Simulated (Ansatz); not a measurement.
# FH₂MoNO₂: basis-set convergence

How large a basis does FH₂MoNO₂ need? Two functionals are run in growing sets.

Computed with Ansatz 0.2.0, Gaussian basis. Level: one geometry, several basis sets.

Plan: PBE0-D4/def2-SVP; ωB97M-V/def2-SVP; PBE0-D4/def2-QZVPP; ωB97M-V/def2-QZVPP; the functionals' def2-TZVPP values are taken from earlier runs.

### Step 1. The geometry

All runs share one geometry, relaxed beforehand with PBE0-D4 in a triple-zeta def2 set. Mo takes the def2 core potential; no spin-orbit term is included.

SMILES `[NH2][Mo](=[O])(=[O])[F]`, 7 atoms, charge 0, spin multiplicity 1.

Atoms are counted from 1 here; the program's logs count them from 0.

Bond lengths: N1–Mo2 1.914 Å, N1–H6 1.010 Å, N1–H7 1.010 Å, Mo2–O3 1.674 Å, Mo2–O4 1.674 Å, Mo2–F5 1.852 Å. Angles: Mo2–N1–H6 123.3°, Mo2–N1–H7 123.3°, H6–N1–H7 111.7°, N1–Mo2–O3 108.1°, N1–Mo2–O4 108.1°, N1–Mo2–F5 110.2°, O3–Mo2–O4 110.5°, O3–Mo2–F5 110.0°, O4–Mo2–F5 110.0°.

### Step 2. PBE0-D4 in def2-SVP

Contents of in.yaml:

```yaml
crystal:
  periodic: [false, false, false]
  atoms:
    - {symbol: N, position_ang: [-0.621568, 0.874874, 0.442498]}
    - {symbol: Mo, position_ang: [0.423435, -0.554872, -0.284362]}
    - {symbol: O, position_ang: [-0.014580, -0.756718, -1.887730]}
    - {symbol: O, position_ang: [0.089819, -1.941461, 0.592817]}
    - {symbol: F, position_ang: [2.226654, -0.150720, -0.167212]}
    - {symbol: H, position_ang: [-1.052996, 1.590401, -0.124616]}
    - {symbol: H, position_ang: [-0.989464, 0.870497, 1.382906]}
basis:
  gaussian: {orbitals: def2-SVP}
hamiltonian: {xc: pbe0, dispersion: d4}
output: {orbitals: {seedname: orbitals}}
```

After this run come: ωB97M-V in def2-SVP; PBE0-D4 in def2-QZVPP; ωB97M-V in def2-QZVPP.

Before running them: what should the planned runs give, taken together? Wanted: PBE0-D4: double and triple zeta above quadruple; ωB97M-V: double and triple zeta above quadruple.

**Answer**, as computed:

| quantity | value |
| --- | --- |
| PBE0-D4: double and triple zeta above quadruple | 11.54, 0.57 eV |
| ωB97M-V: double and triple zeta above quadruple | 11.79, 0.55 eV |

What this shows: For PBE0-D4 the step from double to triple zeta gains 10.98 eV and the next only 0.57 eV. Total energies overstate the basis error of differences, where much of it tends to cancel.
